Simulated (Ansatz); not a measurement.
# GdLuN2: the cost of one run

Computed with Ansatz 0.2.0 (DFT PBE, scalar-relativistic, plane waves, PAW, unless a step's input says otherwise).

## (1) The starting structure

It takes space group P4/mmm (No. 123, tetragonal). The conventional cell has a = 3.776 Å, b = 3.776 Å, c = 5.083 Å, α = 90.00°, β = 90.00°, γ = 90.00°. Around Gd (site symmetry 4/mmm) lie 6 N at 2.54 to 2.67 Å. Lu (site symmetry 4/mmm) has 6 N at 2.54 to 2.67 Å as nearest neighbours. N (site symmetry 4/mmm) is surrounded by 2 Lu at 2.54 Å and 4 Gd at 2.67 Å. N (site symmetry 4/mmm) is surrounded by 2 Gd at 2.54 Å and 4 Lu at 2.67 Å.

As a file:

```xyz
4
Lattice="3.7764 0.0000 0.0000 0.0000 3.7764 0.0000 0.0000 0.0000 5.0829" Properties=species:S:1:pos:R:3 pbc="T T T"
Gd    1.8882    1.8882    2.5414
Lu    0.0000    0.0000    0.0000
N     0.0000    0.0000    2.5414
N     1.8882    1.8882    0.0000
```

Recipe of the guess: species swapped into a database cell of NaLaS2 (P4/mmm, No. 123), with Lu on the Na sites, Gd on the La sites and N on the S sites. The dimensions are guesses.

## (2) A first look at the guess

The input, input.yaml:

```yaml
crystal:
  lattice:
    - [3.77644499, 0.0, 0.0]
    - [0.0, 3.77644499, 0.0]
    - [0.0, 0.0, 5.08287862]
  atoms:
    - { symbol: Gd, position: [0.5, 0.5, 0.5], spin: 7.0 }
    - { symbol: Lu, position: [0.0, 0.0, 0.0] }
    - { symbol: "N", position: [0.0, 0.0, 0.5] }
    - { symbol: "N", position: [0.5, 0.5, 0.0] }
basis:
  ecutwfc: 420
kpoints:
  mp_grid: { grid: [4, 4, 4] }
hamiltonian:
  xc: pbe
scf:
  occupations: { method: gaussian, width: 0.1 }
  lower_state_search: "off"
output:
  forces: true
  stress: true
  eigenvalues: true
  populations: true
magnetization:
  spin_polarized: true
```

Run with:

```bash
$ ansatz run input.yaml --threads 1 --pin off --max-ram 2560MiB --backend cpu --events-out ev --progress --plain --runs-dir out
```

Q: Estimate wall time and peak memory on 1 thread of Arm Neoverse V2, shared host.

About 9 s, with a peak of 0.4 GiB.
